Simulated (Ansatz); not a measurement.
# PtSe2: the cost of one run

Computed with Ansatz 0.2.0 (DFT PBE, scalar-relativistic, plane waves, PAW, unless a step's input says otherwise).

The COD entry's cell or inner coordinates are ideal or old and differ from later refinements, so a difference from it is no clean test against experiment.

**1. Starting point**

The structure is trigonal, space group P-3m1 (No. 164). The conventional cell has a = 3.724 Å, b = 3.724 Å, c = 5.062 Å, α = 90.00°, β = 90.00°, γ = 120.00°. Pt (site symmetry -3m) is surrounded by 6 Se at 2.49 Å. Around Se (site symmetry 3m) lie 3 Pt at 2.49 Å.

Coordinates:

```
CELL_PARAMETERS angstrom
3.72400 0.00000 0.00000
-1.86200 3.22508 0.00000
0.00000 0.00000 5.06200
ATOMIC_POSITIONS crystal
Pt 0.00000 0.00000 0.00000
Se 0.33333 0.66667 0.25000
Se 0.66667 0.33333 0.75000
```

The cell is taken as given, not relaxed at this level.

**2. The undisturbed cell**

File input.yaml:

```yaml
crystal:
  lattice:
    - [3.7240006046, 0.0, 0.0]
    - [-1.8620003023, 3.2250791273, 0.0]
    - [0.0, 0.0, 5.062]
  atoms:
    - { symbol: Pt, position: [0.0, 0.0, 0.0] }
    - { symbol: Se, position: [0.3333333333, 0.6666666667, 0.25] }
    - { symbol: Se, position: [0.6666666667, 0.3333333333, 0.75] }
basis:
  ecutwfc: 420
kpoints:
  mp_grid: { grid: [12, 12, 10] }
hamiltonian:
  xc: pbe
scf:
  occupations: { method: gaussian, width: 0.15 }
output:
  forces: true
  stress: true
  eigenvalues: true
  write_density: true
  write_potential: true
  elf: true
  volumetric_format: npy
```

Run with:

```
> ansatz run input.yaml --threads 1 --pin off --max-ram 2560MiB --backend cpu --events-out ev --progress --plain --runs-dir out
```

What time and memory should one allow on 1 thread of Intel Xeon at 2.50GHz (Skylake/Cascade Lake), shared host?

About 29 s, with a peak of 0.5 GiB.
